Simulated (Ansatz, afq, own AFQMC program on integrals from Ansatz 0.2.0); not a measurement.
# SiGeH₃ (doublet): AFQMC on the coupled-cluster ladder at scale of all distances = 0.890, cc-pVDZ

How near does AFQMC come to the top of the ladder for SiGeH₃ (doublet)?

Method: cc-pVDZ, frozen cores; program: Ansatz 0.2.0, Gaussian basis, and an in-house AFQMC program (afq) on its integrals; all values are calculated.

Plan: PBE (unrestricted); r2SCAN (unrestricted); PBE0 (unrestricted); B3LYP (unrestricted); wB97M-V (unrestricted); B2PLYP (unrestricted); CCSD(T) on UHF; Phaseless AFQMC, CISD trial on UHF.

## (1) What is computed

The geometry derives from a PBE0/def2-TZVP stationary point (not a proven minimum). All distances are scaled together. No spin-orbit coupling is included. The filled d shell of Ge may be among the frozen orbitals whatever the setting's name suggests.

5 atoms, charge 0, spin multiplicity 2.

Atoms are counted from 1 here; the program's logs count them from 0.

Bond lengths: Si1–Ge2 2.172 Å, Si1–H3 1.334 Å, Si1–H4 1.328 Å, Si1–H5 1.328 Å. Angles: Ge2–Si1–H3 101.6°, Ge2–Si1–H4 116.0°, Ge2–Si1–H5 116.0°, H3–Si1–H4 107.3°, H3–Si1–H5 107.3°, H4–Si1–H5 107.7°.

## (2) PBE (unrestricted)

Contents of in.yaml:

```yaml
crystal:
  periodic: [false, false, false]
  atoms:
    - {symbol: Si, position_ang: [-0.005288, 0.000000, 1.506661]}
    - {symbol: Ge, position_ang: [-0.001305, 0.000000, -0.665150]}
    - {symbol: H, position_ang: [1.300933, -0.000028, 1.776776]}
    - {symbol: H, position_ang: [-0.529759, 1.071808, 2.088537]}
    - {symbol: H, position_ang: [-0.529805, -1.071786, 2.088537]}
basis:
  gaussian: {orbitals: cc-pVDZ}
magnetization: {spin_polarized: true, initial_magnetization: 1}
hamiltonian: {xc: {name: PBE}}
output: {orbitals: {seedname: orbitals}}
```

Run with:

```
ansatz run in.yaml --threads 1 --pin off --events-out ev --progress --plain --max-ram 1382MiB
```

What it wrote:

```text
Functional definition: PBE
  name "PBE"
  cite "Perdew, Burke & Ernzerhof, Phys. Rev. Lett. 77, 3865 (1996) doi:10.1103/PhysRevLett.77.3865"
  parent pbe
  parameter kappa = 0.804
  parameter beta = 0.06672455060314922
  exchange = pbe_x(kappa = kappa, mu = beta*pi^2/3)
  correlation = pbe_c(beta = beta)
787 factors; their error is unknown
mean field evaluation 1: about -64425.6607 eV, gradient 1.4e1 eV
mean field evaluation 2: about -64423.8084 eV, gradient 2.0e1 eV
mean field evaluation 4: about -64427.4786 eV, gradient 1.2e0 eV
mean field evaluation 8: about -64427.4804 eV, gradient 2.2e-2 eV
mean field evaluation 16: about -64427.4804 eV, gradient 1.3e-4 eV
mean field evaluation 32: about -64427.3253 eV, gradient 1.3e-4 eV
mean field -64427.48040215 eV, -2367.6662342644 hartree, gradient 7.2e-6 eV, S^2 0.752216; 6 other end points of the search recorded, 0 dependent functions left out
reference -64427.48043460 eV, -2367.6662354567 hartree; 25, 24 occupied and 35, 36 virtual orbitals, 787 factors
Total energy: -64427.48043460 eV, -2367.6662354567 hartree
```

Wall time 2.5 s (1 thread of AMD EPYC 9R45 (Zen 5), shared host).

From the report: ⟨S²⟩ of the determinant 0.752 (pure doublet: 0.75).

## (3) r2SCAN (unrestricted)

in.yaml, as its differences from that of step 2:

```diff
@@ -11,3 +11,2 @@
 magnetization: {spin_polarized: true, initial_magnetization: 1}
-hamiltonian: {xc: {name: PBE}}
-output: {orbitals: {seedname: orbitals}}
+hamiltonian: {xc: {name: r2SCAN}}
```

Launched as before.

What it wrote, shortened:

```text
Functional definition: r2SCAN
  name "r2SCAN"
  cite "Furness, Kaplan, Ning, Perdew & Sun, J. Phys. Chem. Lett. 11, 8208 (2020) doi:10.1021/acs.jpclett.0c02405"
  cite "Furness, Kaplan, Ning, Perdew & Sun, J. Phys. Chem. Lett. 11, 9248 (2020) doi:10.1021/acs.jpclett.0c03077"
  parent r2scan
[...]
787 factors; their error is unknown
[...]
mean field -64439.25628978 eV, -2368.0989901526 hartree, gradient 8.7e-6 eV, S^2 0.754907; 6 other end points of the search recorded, 0 dependent functions left out
reference -64439.25630022 eV, -2368.0989905363 hartree; 25, 24 occupied and 35, 36 virtual orbitals, 787 factors
Total energy: -64439.25630022 eV, -2368.0989905363 hartree
```

Wall time 8 s (1 thread of AMD EPYC 9R45 (Zen 5), shared host).

From the report: ⟨S²⟩ of the determinant 0.755 (pure doublet: 0.75).

## (4) PBE0 (unrestricted)

in.yaml, as its differences from that of step 3:

```diff
@@ -11,2 +11,3 @@
 magnetization: {spin_polarized: true, initial_magnetization: 1}
-hamiltonian: {xc: {name: r2SCAN}}
+hamiltonian: {xc: {name: PBE0}}
+output: {orbitals: {seedname: orbitals}}
```

Same command.

What it wrote, shortened:

```text
Functional definition: PBE0
  name "PBE0"
  cite "Adamo & Barone, J. Chem. Phys. 110, 6158 (1999) doi:10.1063/1.478522"
  cite "Perdew, Burke & Ernzerhof, Phys. Rev. Lett. 77, 3865 (1996) doi:10.1103/PhysRevLett.77.3865"
  parent pbe
[...]
640 factors; integrals over basis functions are off by at most 1.2e-3 eV
[...]
mean field -64429.90749198 eV, -2367.7554281705 hartree, gradient 5.2e-6 eV, S^2 0.753389; 3 other end points of the search recorded, 0 dependent functions left out
reference -64429.90751634 eV, -2367.7554290658 hartree; 25, 24 occupied and 35, 36 virtual orbitals, 640 factors
Total energy: -64429.90751634 eV, -2367.7554290658 hartree
```

Run time: 2.3 s. Hardware: 1 thread of AMD EPYC 9R45 (Zen 5), shared host.

From the report: ⟨S²⟩ of the determinant 0.753 (pure doublet: 0.75).

## (5) B3LYP (unrestricted)

in.yaml, as its differences from that of step 4:

```diff
@@ -11,3 +11,2 @@
 magnetization: {spin_polarized: true, initial_magnetization: 1}
-hamiltonian: {xc: {name: PBE0}}
-output: {orbitals: {seedname: orbitals}}
+hamiltonian: {xc: {name: B3LYP}}
```

Same command.

What it wrote, shortened:

```text
Functional definition: B3LYP
  name "B3LYP"
  cite "Stephens, Devlin, Chabalowski & Frisch, J. Phys. Chem. 98, 11623 (1994) doi:10.1021/j100096a001"
  cite "Becke, Phys. Rev. A 38, 3098 (1988) doi:10.1103/PhysRevA.38.3098"
  cite "Lee, Yang & Parr, Phys. Rev. B 37, 785 (1988) doi:10.1103/PhysRevB.37.785"
  cite "Vosko, Wilk & Nusair, Can. J. Phys. 58, 1200 (1980) doi:10.1139/p80-159"
[...]
640 factors; integrals over basis functions are off by at most 1.2e-3 eV
[...]
mean field -64442.35506936 eV, -2368.2128682018 hartree, gradient 8.9e-6 eV, S^2 0.752198; 6 other end points of the search recorded, 0 dependent functions left out
reference -64442.35528893 eV, -2368.2128762710 hartree; 25, 24 occupied and 35, 36 virtual orbitals, 640 factors
Total energy: -64442.35528893 eV, -2368.2128762710 hartree
```

It took 3.1 s on 1 thread of AMD EPYC 9R45 (Zen 5), shared host.

From the report: ⟨S²⟩ of the determinant 0.752 (pure doublet: 0.75).

## (6) wB97M-V (unrestricted)

in.yaml, as its differences from that of step 5:

```diff
@@ -11,2 +11,3 @@
 magnetization: {spin_polarized: true, initial_magnetization: 1}
-hamiltonian: {xc: {name: B3LYP}}
+hamiltonian: {xc: {name: wB97M-V}}
+output: {orbitals: {seedname: orbitals}}
```

Same command.

What it wrote, shortened:

```text
Functional definition: wB97M-V
  name "wB97M-V"
  cite "Mardirossian & Head-Gordon, J. Chem. Phys. 144, 214110 (2016) doi:10.1063/1.4952647"
  cite "Becke, J. Chem. Phys. 107, 8554 (1997) doi:10.1063/1.475007"
  cite "Vydrov & Van Voorhis, J. Chem. Phys. 133, 244103 (2010) doi:10.1063/1.3521275"
  # Of w^i u^j: cxij and so on, Table III.
[...]
  gx(w, u) = 1 - cx + cx01*u + cx10*w
  gss(w, u) = css00 + css04*u^4 + css10*w + css20*w^2 + css43*w^4*u^3
  gos(w, u) = cos00 + cos10*w + (cos20 + cos21*u)*w^2 + (cos60 + cos61*u)*w^6
[...]
      + integral(e_c_pw_mod_opposite_spin*gos(b97_w_opposite, b97_u_opposite)) + vv10(b, c)
640 factors; integrals over basis functions are off by at most 1.2e-3 eV
203 factors; integrals over basis functions are off by at most 5.2e-6 eV
[...]
mean field -64436.54389119 eV, -2367.9993113430 hartree, gradient 7.5e-6 eV, S^2 0.752416; 3 other end points of the search recorded, 0 dependent functions left out
reference -64436.54392622 eV, -2367.9993126302 hartree; 25, 24 occupied and 35, 36 virtual orbitals, 640 factors
Total energy: -64436.54392622 eV, -2367.9993126302 hartree
```

It took 9 s on 1 thread of AMD EPYC 9R45 (Zen 5), shared host; peak memory 0.29 GiB.

From the report: ⟨S²⟩ of the determinant 0.752 (pure doublet: 0.75).

## (7) B2PLYP (unrestricted)

in.yaml, as its differences from that of step 6:

```diff
@@ -11,3 +11,3 @@
 magnetization: {spin_polarized: true, initial_magnetization: 1}
-hamiltonian: {xc: {name: wB97M-V}}
-output: {orbitals: {seedname: orbitals}}
+hamiltonian: {xc: {name: B2PLYP}}
+correlation: {electrons: outside_noble_gas}
```

The command is unchanged.

What it wrote, shortened:

```text
Functional definition: B2PLYP
  name "B2PLYP"
  cite "Grimme, J. Chem. Phys. 124, 034108 (2006) doi:10.1063/1.2148954"
  cite "Becke, Phys. Rev. A 38, 3098 (1988) doi:10.1103/PhysRevA.38.3098"
  cite "Lee, Yang & Parr, Phys. Rev. B 37, 785 (1988) doi:10.1103/PhysRevB.37.785"
[...]
640 factors; integrals over basis functions are off by at most 1.2e-3 eV
[...]
mean field -64423.97330411 eV, -2367.5373507884 hartree, gradient 3.4e-6 eV, S^2 0.754739; 4 other end points of the search recorded, 0 dependent functions left out
19 core orbitals not correlated: weight in the atoms' cores, before any rotation towards them, 0.999 or more for the frozen orbitals, at most 0.000 for the correlated occupied ones
reference -64423.97344395 eV, -2367.5373559276 hartree; 6, 5 occupied and 35, 36 virtual orbitals, 640 factors
second order -5.50392321 eV of doubles, -0.00000000 eV of singles
Total energy: -64425.45950322 eV, -2367.5919675983 hartree
```

It took 2.2 s on 1 thread of AMD EPYC 9R45 (Zen 5), shared host.

From the report: ⟨S²⟩ of the determinant 0.755 (pure doublet: 0.75).

## (8) CCSD(T) on UHF

in.yaml, as its differences from that of step 7:

```diff
@@ -11,3 +11,2 @@
 magnetization: {spin_polarized: true, initial_magnetization: 1}
-hamiltonian: {xc: {name: B2PLYP}}
-correlation: {electrons: outside_noble_gas}
+correlation: {method: ccsd_t, electrons: outside_noble_gas, hamiltonian_folder: ham}
```

Launched as before.

What it wrote, shortened:

```text
Functional definition: HF
  name "HF"
  cite "Fock, Z. Phys. 61, 126 (1930) doi:10.1007/BF01340294"
  parent pbe
[...]
640 factors; integrals over basis functions are off by at most 1.2e-3 eV
[...]
mean field -64379.63838183 eV, -2365.9080724461 hartree, gradient 3.0e-6 eV, S^2 0.988841; 17 other end points of the search recorded, 0 dependent functions left out
determinant -64379.63838183 eV, -2365.9080724461 hartree, with singles and doubles -64385.05655987 eV, -2366.1071868163 hartree
determinant -64379.62756286 eV, -2365.9076748562 hartree, with singles and doubles -64385.05796130 eV, -2366.1072383181 hartree
determinant -64379.45897100 eV, -2365.9014792196 hartree, with singles and doubles -64384.93283911 eV, -2366.1026401624 hartree
determinant -64378.31532014 eV, -2365.8594508258 hartree, with singles and doubles -64383.60924422 eV, -2366.0539989471 hartree
[...]
determinant -64376.99147682 eV, -2365.8108004809 hartree, with singles and doubles -64382.46111521 eV, -2366.0118059845 hartree
determinant -64379.63838183 eV, -2365.9080724461 hartree, with singles and doubles -64385.07802030 eV, -2366.1079754727 hartree
determinant -64379.62756286 eV, -2365.9076748562 hartree, with singles and doubles -64385.07845936 eV, -2366.1079916078 hartree
determinant -64379.45897100 eV, -2365.9014792196 hartree, with singles and doubles -64384.93292734 eV, -2366.1026434049 hartree
19 core orbitals not correlated: weight in the atoms' cores, before any rotation towards them, 1.000 or more for the frozen orbitals, at most 0.000 for the correlated occupied ones
reference -64379.62756286 eV, -2365.9076748562 hartree; 6, 5 occupied and 35, 36 virtual orbitals, 640 factors
second order -4.25009781 eV of doubles, -0.00000000 eV of singles
cycle   1  -5.45089643 eV  change    7.2e-8 eV  update   2.5e-6
perturbative correction -0.13255248 eV, -0.0048712139 hartree
Total energy: -64385.21101177 eV, -2366.1128628190 hartree
```

Wall time 8 s (1 thread of AMD EPYC 9R45 (Zen 5), shared host).

From the report: ⟨S²⟩ of the determinant 0.967 (pure doublet: 0.75); correlation -5.5834 eV; T1 0.060; largest double amplitude 0.08.

This run also writes the integrals to the folder ham.

## (9) Phaseless AFQMC, CISD trial on UHF

It reads the integrals that the CCSD(T) run on this determinant wrote.

Run with:

```
afq ham --method phaseless --trial cisd --walkers 60 --populations 1 --least-time 40 --time-step 0.005 --steps-per-block 50 --equilibration-blocks 28 --max-blocks 300 --target-error 0.0004 --factor-cut 1e-05 --start spin_pure --seed 2354 --release-times 0.24,0.51,0.99,1.62,2.4 --release-step 0.03 --release-every 4 --taylor-order 6
```

What it wrote:

```text
orbitals 41  electrons 6 5  factors 329 of 640
reference energy -2365.90767486 Eh
CCSD correlation -0.20031661 Eh in 18 cycles, weight of the determinant in the CISD state 0.8112
energy of the start -2366.093940 Eh
 block  time / (1/Eh)  mean weight  energy / Eh
     1     0.250  1.0005  -2366.096907
     2     0.500  1.0013  -2366.100005
     3     0.750  1.0011  -2366.104957
     4     1.000  1.0019  -2366.109394
     5     1.250  1.0003  -2366.111391
     6     1.500  1.0013  -2366.112414
     7     1.750  0.9987  -2366.109892
     8     2.000  0.9980  -2366.111985
     9     2.250  1.0014  -2366.110128
    10     2.500  0.9995  -2366.114217
    11     2.750  0.9998  -2366.113477
    16     4.000  1.0010  -2366.109597
    21     5.250  0.9992  -2366.109811
    26     6.500  0.9993  -2366.113726
    31     7.750  1.0021  -2366.114510
    36     9.000  1.0006  -2366.119892
    41    10.250  1.0032  -2366.115890
    46    11.500  1.0009  -2366.111234
    51    12.750  1.0004  -2366.118497
    56    14.000  0.9999  -2366.111249
    61    15.250  0.9993  -2366.116587
    66    16.500  1.0005  -2366.108595
    71    17.750  1.0008  -2366.116794
    76    19.000  0.9996  -2366.113809
    81    20.250  0.9999  -2366.113627
    86    21.500  0.9995  -2366.111430
    91    22.750  1.0020  -2366.109117
    96    24.000  0.9994  -2366.110101
   101    25.250  1.0011  -2366.116197
   106    26.500  0.9999  -2366.118683
   111    27.750  1.0012  -2366.118879
   116    29.000  1.0016  -2366.111422
   121    30.250  0.9997  -2366.112535
   126    31.500  0.9999  -2366.121107
   131    32.750  1.0015  -2366.115784
   136    34.000  0.9996  -2366.119271
   141    35.250  0.9999  -2366.110055
   146    36.500  1.0005  -2366.115550
   151    37.750  1.0004  -2366.118314
   156    39.000  1.0008  -2366.110257
   161    40.250  0.9995  -2366.113797
   166    41.500  1.0007  -2366.116487
   171    42.750  1.0002  -2366.112638
   176    44.000  0.9999  -2366.118471
   181    45.250  0.9985  -2366.117190
   186    46.500  1.0005  -2366.114682
   191    47.750  0.9991  -2366.115927
   196    49.000  1.0003  -2366.114091
   201    50.250  1.0027  -2366.111118
   206    51.500  1.0006  -2366.114217
   211    52.750  0.9996  -2366.113064
   216    54.000  1.0017  -2366.110588
   221    55.250  0.9990  -2366.110896
   226    56.500  1.0002  -2366.111093
   231    57.750  1.0021  -2366.114739
   236    59.000  1.0011  -2366.113319
blocks merged  error / Eh  count
     1  0.000263  210
     2  0.000314  105
     4  0.000357  52
     8  0.000385  26
    16  0.000381  13
released: time / (1/Eh)  energy / Eh  error  mean overlap
  0.24  -2366.113942  0.000414  0.9929
  0.51  -2366.113888  0.000423  0.9931
  0.99  -2366.114423  0.000465  0.9913
  1.62  -2366.113448  0.000510  0.9995
  2.40  -2366.114623  0.000641  0.9911
energy -2366.114066 +/- 0.000385 Eh
```

Run time: 3.8 min. Hardware: 1 thread of AMD EPYC 9R45 (Zen 5), shared host.

Energy -64385.2438 ± 0.0105 eV. Caveats: constraint bias not in the error.

## (10) AFQMC on the ladder

On the UHF determinant, counted from CCSD(T) (a yardstick, not exact):

```csv
level,energy (eV),from CCSD(T) (meV),statistical error (meV),time
HF,-64379.6276,+5583.4,,
MP2,-64383.8777,+1333.4,,
CCSD,-64385.0785,+132.6,,
CCSD(T),-64385.2110,0.0,,
"Phaseless AFQMC, CISD trial, step 0.005, 60 walkers",-64385.2438,-32.7,10.5,3.8 min
```

The functionals' totals stand on their own zeros and serve differences with other points: PBE -64427.480 eV; r2SCAN -64439.256 eV; PBE0 -64429.908 eV; B3LYP -64442.355 eV; wB97M-V -64436.544 eV; B2PLYP -64425.460 eV.

## (11) Summary of results

| quantity | value |
| --- | --- |
| Phaseless AFQMC, CISD trial on UHF from CCSD(T) | -32.7 ± 10.5 meV |

In words: On UHF the phaseless walk with the CISD trial lies -32.7 meV from CCSD(T), 3 times its error bar. Error bars are statistical and leave out the constraint, the time step and what remains of the start.
